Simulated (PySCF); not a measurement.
# C3H2ClP3: magnetic properties

Wanted: magnetic properties for C3H2ClP3 (`Clc1pcpcp1`).

Programs: PySCF 2.14.0, with routines of our own; each step states its level. All values are computed. Atoms count from 0.

## (1) The starting structure

9 atoms, charge 0, multiplicity 1; geometry from: GFN2-xTB.

## (2) Magnetic properties: GIAO B3LYP/pcSseg-1

Job settings and geometry (Å):

```
{"job": {"kind": "mag", "xc": "B3LYP", "basis": "pcSseg-1", "isotopologues": 2}, "charge": 0, "multiplicity": 1}
Cl     3.220640    -0.040100     0.085282
C      1.487996    -0.017851    -0.164736
P      0.861394     1.605042    -0.250636
C     -0.836003     1.386658    -0.494403
P     -1.892528     0.024522    -0.646063
C     -0.869105    -1.363809    -0.504774
P      0.822888    -1.624461    -0.265817
H     -1.363261     2.335432    -0.567925
H     -1.418460    -2.299440    -0.584979
```

Level: GIAO B3LYP/pcSseg-1 magnetisability, rotational g tensor and spin-rotation constants, non-relativistic, gas phase.

Command:

```sh
OMP_NUM_THREADS=1 python excited_run.py task.json out
```

This one command runs all jobs of the session in turn.

Standard output:

```text
coarse grid: 11000 points
cycle   1  E = -1599.6554266976  dE =  1.011e+00  |g| = 3.904e-01  |ddm| = 3.567e+00
cycle   2  E = -1599.5709963206  dE =  8.443e-02  |g| = 6.503e-01  |ddm| = 8.346e-01
cycle   3  E = -1599.6870577182  dE = -1.161e-01  |g| = 1.283e-01  |ddm| = 6.990e-01
cycle   4  E = -1599.6918172798  dE = -4.760e-03  |g| = 6.225e-02  |ddm| = 2.284e-01
cycle   5  E = -1599.6929276826  dE = -1.110e-03  |g| = 1.854e-02  |ddm| = 7.800e-02
cycle   6  E = -1599.6930136626  dE = -8.598e-05  |g| = 4.189e-03  |ddm| = 2.466e-02
cycle   7  E = -1599.6930175482  dE = -3.886e-06  |g| = 1.302e-03  |ddm| = 6.127e-03
final grid: 91896 points
cycle   8  E = -1599.7336775979  dE = -9.757e-06  |g| = 3.886e-03  |ddm| = 1.509e-02
cycle   9  E = -1599.7336698045  dE =  7.793e-06  |g| = 6.562e-03  |ddm| = 1.019e-02
cycle  10  E = -1599.7336816074  dE = -1.180e-05  |g| = 6.296e-04  |ddm| = 6.883e-03
cycle  11  E = -1599.7336816882  dE = -8.082e-08  |g| = 2.790e-04  |ddm| = 1.040e-03
cycle  12  E = -1599.7336817093  dE = -2.109e-08  |g| = 4.781e-05  |ddm| = 3.167e-04
cycle  13  E = -1599.7336817095  dE = -2.537e-10  |g| = 3.273e-05  |ddm| = 6.918e-05
cycle  14  E = -1599.7336817098  dE = -2.342e-10  |g| = 1.356e-05  |ddm| = 4.187e-05
converged SCF energy = -1599.7336817098

Magnetisability tensor (1e-30 J/T^2)
    -1098.22        0.94      173.60
        0.94     -956.57        3.72
      173.60        3.72    -2292.69
isotropic -1449.16   principal values   -2317.42  -1073.52   -956.54
isotropic susceptibility -87.270 1e-6 cm^3/mol

Inertial axes            a          b          c
rot. const./GHz      2.3207     0.9819     0.6900
chi total           -64.649    -57.604   -139.558
chi diamagnetic    -594.583  -1206.537  -1677.475
chi paramagnetic    529.934   1148.933   1537.916
quadrupole/D A       -3.487      4.166     -0.679
g nuclear            0.5165     0.4988     0.5040
g electronic        -0.5777    -0.5300    -0.4985
g total             -0.0612    -0.0312     0.0056

Spin-rotation constants (kHz, H = +C I.J)
atom  isotope        aa         bb         cc
  0   35Cl        0.475      0.472      0.241
  2    31P        6.881      2.668      0.827
  4    31P        6.160      3.111      0.651
  6    31P        6.880      2.669      0.827
  7     1H       -0.070      0.099     -0.077
  8     1H       -0.070      0.099     -0.077
  1    13C*       1.877      0.391      0.131
  3    13C*       1.131      0.641      0.076
* in the singly substituted isotopologue

Isotopologues: g along a, b, c
2H    at 7,8               -0.0583    -0.0308     0.0054
37Cl  at 0                 -0.0612    -0.0304     0.0055
```

Run time: 19 s. Hardware: 1 thread of Arm Neoverse V2, shared host; peak memory 0.72 GiB.

In short:

| quantity | value |
| --- | --- |
| magnetisability | -1449·10⁻³⁰ J/T² |
| molar susceptibility | -87.3·10⁻⁶ cm³/mol |
| rotational g (a, b, c) | -0.0612, -0.0312, 0.0056 |

Orbitals, density, ELF and potential are computed afterwards from the orbital file.

Frontier orbitals at B3LYP/pcSseg-1, with the share of their density that lies nearest to each atom:

| orbital | energy (eV) | lies on |
| --- | --- | --- |
| HOMO | -7.17 | Cl0 26 %; C1 24 %; P4 20 % |
| LUMO | -2.88 | P2, P6 about 26 % each; C3, C5 about 17 % each |

ELF in a plane through or near 9 of the atoms.

Ten even steps from '0' (0.00) to '9' (1.00):
```
0000000000000000000000000000
0000000000000000000000000000
0000000001331000000000000000
0000000058986100598200000000
0000000179998302999800000000
0000000069954435999600000000
0000231028365585697100000000
0002687303343693464234300000
0003798724874566884588730000
0004735383454002517199960000
0004726383354002515299960000
0003798724874566884588730000
0002687303342783364234300000
0000231028365585697100000000
0000000069953435999600000000
0000000179998302999700000000
0000000058986100598200000000
0000000001231000000000000000
0000000000000000000000000000
0000000000000000000000000000
```
The map spans 11.7 Å across and 9.8 Å up, centred on the molecule. Atoms in the plane (x, y in Å): Cl0 (-3.3, 0.0), C1 (-1.5, 0.0), P2 (-0.8, 1.6), C3 (0.9, 1.4), P4 (1.9, 0.0), C5 (0.9, -1.4), P6 (-0.8, -1.6), H7 (1.4, 2.3), H8 (1.4, -2.3).

On the surface of density 0.002 e/bohr³ the electrostatic potential runs, from the 1st to the 99th percentile, from -0.39 V near P4 to 1.18 V near H8.

## (3) Magnetic properties: GIAO wB97X/cc-pVDZ

Settings changed since step 2:

```diff
@@ -1,2 +1,2 @@
-{"job": {"kind": "mag", "xc": "B3LYP", "basis": "pcSseg-1", "isotopologues": 2}, "charge": 0, "multiplicity": 1}
+{"job": {"kind": "mag", "xc": "wB97X", "basis": "cc-pVDZ"}, "charge": 0, "multiplicity": 1}
 Cl     3.220640    -0.040100     0.085282
```

Method: GIAO wB97X/cc-pVDZ magnetisability, rotational g tensor and spin-rotation constants, non-relativistic, gas phase.

Standard output:

```text
coarse grid: 11000 points
cycle   1  E = -1599.5772952258  dE =  1.280e+00  |g| = 3.993e-01  |ddm| = 5.758e+00
cycle   2  E = -1599.5808889805  dE = -3.594e-03  |g| = 4.712e-01  |ddm| = 1.331e+00
cycle   3  E = -1599.6358002802  dE = -5.491e-02  |g| = 4.752e-02  |ddm| = 7.339e-01
cycle   4  E = -1599.6366922328  dE = -8.920e-04  |g| = 3.768e-02  |ddm| = 1.850e-01
cycle   5  E = -1599.6372039554  dE = -5.117e-04  |g| = 1.038e-02  |ddm| = 7.504e-02
cycle   6  E = -1599.6372679880  dE = -6.403e-05  |g| = 3.261e-03  |ddm| = 3.216e-02
cycle   7  E = -1599.6372856662  dE = -1.768e-05  |g| = 1.868e-03  |ddm| = 1.666e-02
cycle   8  E = -1599.6372893419  dE = -3.676e-06  |g| = 4.350e-04  |ddm| = 9.760e-03
final grid: 91896 points
cycle   9  E = -1599.6818106557  dE = -7.187e-05  |g| = 5.924e-03  |ddm| = 7.238e-02
cycle  10  E = -1599.6818191924  dE = -8.537e-06  |g| = 3.154e-03  |ddm| = 2.377e-02
cycle  11  E = -1599.6818226205  dE = -3.428e-06  |g| = 7.099e-04  |ddm| = 8.562e-03
cycle  12  E = -1599.6818231588  dE = -5.384e-07  |g| = 4.151e-04  |ddm| = 3.260e-03
cycle  13  E = -1599.6818232631  dE = -1.042e-07  |g| = 1.860e-04  |ddm| = 1.085e-03
cycle  14  E = -1599.6818233058  dE = -4.277e-08  |g| = 3.545e-05  |ddm| = 1.093e-03
cycle  15  E = -1599.6818233070  dE = -1.182e-09  |g| = 1.424e-05  |ddm| = 1.881e-04
cycle  16  E = -1599.6818233071  dE = -8.913e-11  |g| = 5.051e-06  |ddm| = 3.917e-05
converged SCF energy = -1599.6818233071

Magnetisability tensor (1e-30 J/T^2)
    -1090.58        0.79      182.87
        0.79     -957.75        3.83
      182.87        3.83    -2349.10
isotropic -1465.81   principal values   -2375.14  -1064.56   -957.72
isotropic susceptibility -88.273 1e-6 cm^3/mol

Inertial axes            a          b          c
rot. const./GHz      2.3207     0.9819     0.6900
chi total           -64.109    -57.676   -143.034
chi diamagnetic    -592.466  -1204.535  -1675.354
chi paramagnetic    528.356   1146.859   1532.320
quadrupole/D A       -3.550      4.298     -0.747
g nuclear            0.5165     0.4988     0.5040
g electronic        -0.5760    -0.5290    -0.4967
g total             -0.0595    -0.0303     0.0074

Spin-rotation constants (kHz, H = +C I.J)
atom  isotope        aa         bb         cc
  0   35Cl        0.326      0.387      0.203
  2    31P        6.309      2.445      0.706
  4    31P        5.611      2.863      0.563
  6    31P        6.309      2.446      0.706
  7     1H       -0.069      0.103     -0.076
  8     1H       -0.069      0.103     -0.076
  1    13C*       1.740      0.351      0.102
  3    13C*       1.042      0.596      0.048
* in the singly substituted isotopologue
```

Run time: 19 s. Hardware: 1 thread of Arm Neoverse V2, shared host; peak memory 0.68 GiB.

In short:

| quantity | value |
| --- | --- |
| magnetisability | -1466·10⁻³⁰ J/T² |
| molar susceptibility | -88.3·10⁻⁶ cm³/mol |
| rotational g (a, b, c) | -0.0595, -0.0303, 0.0074 |

## (4) Magnetic properties: GIAO B97-2/pcSseg-0

Job settings and geometry (Å):

```
{"job": {"kind": "mag", "xc": "B97-2", "basis": "pcSseg-0", "scf": {"aux": "def2-universal-jfit", "max_cycle": 65}}, "charge": 0, "multiplicity": 1}
Cl     3.542704    -0.044110     0.093810
C      1.636796    -0.019636    -0.181210
P      0.947533     1.765546    -0.275700
C     -0.919603     1.525324    -0.543843
P     -2.081781     0.026974    -0.710669
C     -0.956016    -1.500190    -0.555251
P      0.905177    -1.786907    -0.292399
H     -1.499587     2.568975    -0.624718
H     -1.560306    -2.529384    -0.643477
```

With the program's defaults for keys left out, this is: GIAO B97-2/pcSseg-0 magnetisability, rotational g tensor and spin-rotation constants, non-relativistic, gas phase.

Standard output:

```text
final grid: 91896 points
cycle   1  E = -1595.8641521856  dE = -1.197e-01  |g| = 3.678e-01  |ddm| = 3.754e+00
cycle   2  E = -1595.6790248656  dE =  1.851e-01  |g| = 9.015e-01  |ddm| = 1.394e+00
cycle   3  E = -1595.9058106266  dE = -2.268e-01  |g| = 1.043e-01  |ddm| = 9.407e-01
cycle   4  E = -1595.9076404237  dE = -1.830e-03  |g| = 7.898e-02  |ddm| = 2.969e-01
cycle   5  E = -1595.9097934497  dE = -2.153e-03  |g| = 2.776e-02  |ddm| = 1.313e-01
cycle   6  E = -1595.9100411188  dE = -2.477e-04  |g| = 3.864e-03  |ddm| = 3.603e-02
cycle   7  E = -1595.9100438870  dE = -2.768e-06  |g| = 1.986e-03  |ddm| = 6.997e-03
cycle   8  E = -1595.9100454458  dE = -1.559e-06  |g| = 4.763e-04  |ddm| = 4.222e-03
cycle   9  E = -1595.9100455350  dE = -8.919e-08  |g| = 5.475e-05  |ddm| = 9.120e-04
cycle  10  E = -1595.9100455361  dE = -1.072e-09  |g| = 1.914e-05  |ddm| = 1.026e-04
cycle  11  E = -1595.9100455362  dE = -1.237e-10  |g| = 5.325e-06  |ddm| = 3.554e-05
converged SCF energy = -1595.9100455362

Magnetisability tensor (1e-30 J/T^2)
    -1057.01        0.30      239.01
        0.30     -945.53        4.58
      239.01        4.58    -2700.60
isotropic -1567.71   principal values   -2734.67  -1022.97   -945.50
isotropic susceptibility -94.410 1e-6 cm^3/mol

Inertial axes            a          b          c
rot. const./GHz      1.9179     0.8115     0.5702
chi total           -61.605    -56.940   -164.685
chi diamagnetic    -696.251  -1438.253  -2006.169
chi paramagnetic    634.646   1381.314   1841.484
quadrupole/D A       -4.875      6.997     -2.122
g nuclear            0.5165     0.4988     0.5040
g electronic        -0.5718    -0.5266    -0.4933
g total             -0.0553    -0.0278     0.0107

Spin-rotation constants (kHz, H = +C I.J)
atom  isotope        aa         bb         cc
  0   35Cl        0.467      0.556      0.282
  2    31P        6.612      2.594      0.720
  4    31P        5.978      2.893      0.562
  6    31P        6.611      2.594      0.720
  7     1H       -0.029      0.085     -0.055
  8     1H       -0.029      0.085     -0.055
  1    13C*       1.895      0.423      0.170
  3    13C*       1.143      0.652      0.087
* in the singly substituted isotopologue
```

It took 5.1 s on 1 thread of Arm Neoverse V2, shared host; peak memory 0.5 GiB.

It converged, yet the result is unsound: all coordinates were scaled by 1.1; the fitting basis def2-universal-jfit is not made for Coulomb and exchange fitting here.

## (5) Magnetic properties side by side

| level | ξ (10⁻³⁰ J/T²) | g(a) | g(b) | gap (eV) | functions | time |
| --- | --- | --- | --- | --- | --- | --- |
| GIAO B3LYP/pcSseg-1 | -1449 | -0.0612 | -0.0312 | 4.28 | 157 | 19 s |
| GIAO wB97X/cc-pVDZ | -1466 | -0.0595 | -0.0303 | 8.54 | 124 | 19 s |

## (6) What came out

```
                                            quantity                               value
       magnetisability (step 2, GIAO B3LYP/pcSseg-1)                    -1449·10⁻³⁰ J/T²
  molar susceptibility (step 2, GIAO B3LYP/pcSseg-1)                  -87.3·10⁻⁶ cm³/mol
rotational g (a, b, c) (step 2, GIAO B3LYP/pcSseg-1)            -0.0612, -0.0312, 0.0056
               surface potential, 1st and 99th percentile                  -0.39 V and 1.18 V
                     magnetisability over the levels           -1466 to -1449·10⁻³⁰ J/T²
                                                runs  0 failed, 1 ended on unsound input
```

What this shows: At B3LYP/pcSseg-1, counted by nearest atom on the grid, the HOMO lies on Cl0 26 %; C1 24 %, the LUMO on P2, P6 about 26 % each; C3, C5 about 17 % each. The magnetisability spreads by 1.1 % over 2 levels of like cost. Two levels can agree by chance, so this spread shows no convergence. Vibrational averaging and real surroundings are missing from these values.
